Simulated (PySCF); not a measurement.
# B2Cl3GeH3: the cost of one run

Computed with PySCF 2.14.0, with density-fitted response routines of our own, on a single molecule in the gas phase. Atoms are numbered from 0 throughout.

## Step 1: The starting structure

9 atoms, charge 0, multiplicity 1; geometry from: GFN2-xTB. The atoms were then displaced at random by about 0.01 Å, so the start is not that level's minimum.

Bonds of the start (Å): B0–Ge1 2.00, Ge1–Cl2 2.15, Ge1–B3 2.10, B3–Cl4 1.67, B3–Cl5 1.70, B0–H6 1.16, B0–H7 1.16, Ge1–H8 1.54.

## Step 2: Geometry optimisation at PBE0-D3(BJ)/def2-SVP

The job: settings as JSON, then the geometry in Å.

```
{"job": {"xc": "PBE0", "basis": "def2-SVP", "d3": "d3bj", "grid": 1, "shake": 0.01, "kind": "geom"}, "charge": 0, "multiplicity": 1}
B     -1.757610    -0.087460     0.508710
Ge    -0.038690     0.613060    -0.246830
Cl    -0.194150     0.861530    -2.378130
B      1.652730    -0.596420     0.043110
Cl     2.901800    -0.138540     1.047870
Cl     1.672430    -2.117610    -0.719990
H     -2.522100    -0.645760    -0.166810
H     -2.005430     0.074640     1.630720
H      0.348810     2.019390     0.247620
```

Started as:

```console
> OMP_NUM_THREADS=1 python probes_run.py task.json out
```

This one command runs all jobs of the session in turn.

Q: Estimate the wall time and peak memory of this first job on 1 thread of Arm Neoverse V1, shared host.

About 2.3 min, with a peak of 0.55 GiB.
